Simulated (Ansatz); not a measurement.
# Ta: the cost of one run

Method: DFT PBEsol, scalar-relativistic, plane waves, PAW, in Ansatz 0.2.0.

### Step 1. Starting point

Symmetry: Im-3m, No. 229, cubic system. Conventional cell: a = 3.303 Å, b = 3.303 Å, c = 3.303 Å, α = 90.00°, β = 90.00°, γ = 90.00°. Ta (site symmetry m-3m) is surrounded by 8 Ta at 2.86 Å.

As a file:

```
CELL_PARAMETERS angstrom
-1.65128 1.65128 -1.65128
-3.30256 -3.30256 0.00000
-1.65128 4.95384 8.25640
ATOMIC_POSITIONS crystal
Ta 0.71429 0.57143 0.14286
Ta 0.00000 0.00000 0.00000
Ta 0.14286 0.71429 0.42857
Ta 0.42857 0.14286 0.28571
Ta 0.57143 0.85714 0.71429
Ta 0.85714 0.28571 0.57143
Ta 0.28571 0.42857 0.85714
```

No relaxation comes first: the listed cell is the starting point.

### Step 2. The reference: the undisturbed cell on the scan's mesh

input.yaml reads:

```yaml
crystal:
  lattice:
    - [-1.65128, 1.65128, -1.65128]
    - [-3.30256, -3.30256, 0.0]
    - [-1.65128, 4.95384, 8.2564]
  atoms:
    - { symbol: Ta, position: [0.7142857143, 0.5714285714, 0.1428571429] }
    - { symbol: Ta, position: [0.0, 0.0, 0.0] }
    - { symbol: Ta, position: [0.1428571429, 0.7142857143, 0.4285714286] }
    - { symbol: Ta, position: [0.4285714286, 0.1428571429, 0.2857142857] }
    - { symbol: Ta, position: [0.5714285714, 0.8571428571, 0.7142857143] }
    - { symbol: Ta, position: [0.8571428571, 0.2857142857, 0.5714285714] }
    - { symbol: Ta, position: [0.2857142857, 0.4285714286, 0.8571428571] }
basis:
  ecutwfc: 420
kpoints:
  mp_grid: { grid: [16, 10, 5] }
hamiltonian:
  xc: pbesol
scf:
  occupations: { method: gaussian, width: 0.15 }
output:
  forces: true
  stress: true
  eigenvalues: true
  write_density: true
  write_potential: true
  elf: true
  volumetric_format: npy
```

Run with:

```
> ansatz run input.yaml --threads 2 --pin off --max-ram 5120MiB --backend cpu --events-out ev --progress --plain --runs-dir out
```

Q: Estimate wall time and peak memory on 2 threads of Intel Xeon Platinum 8375C at 2.90GHz (Ice Lake), shared host.

About 49 s, with a peak of 1.8 GiB.
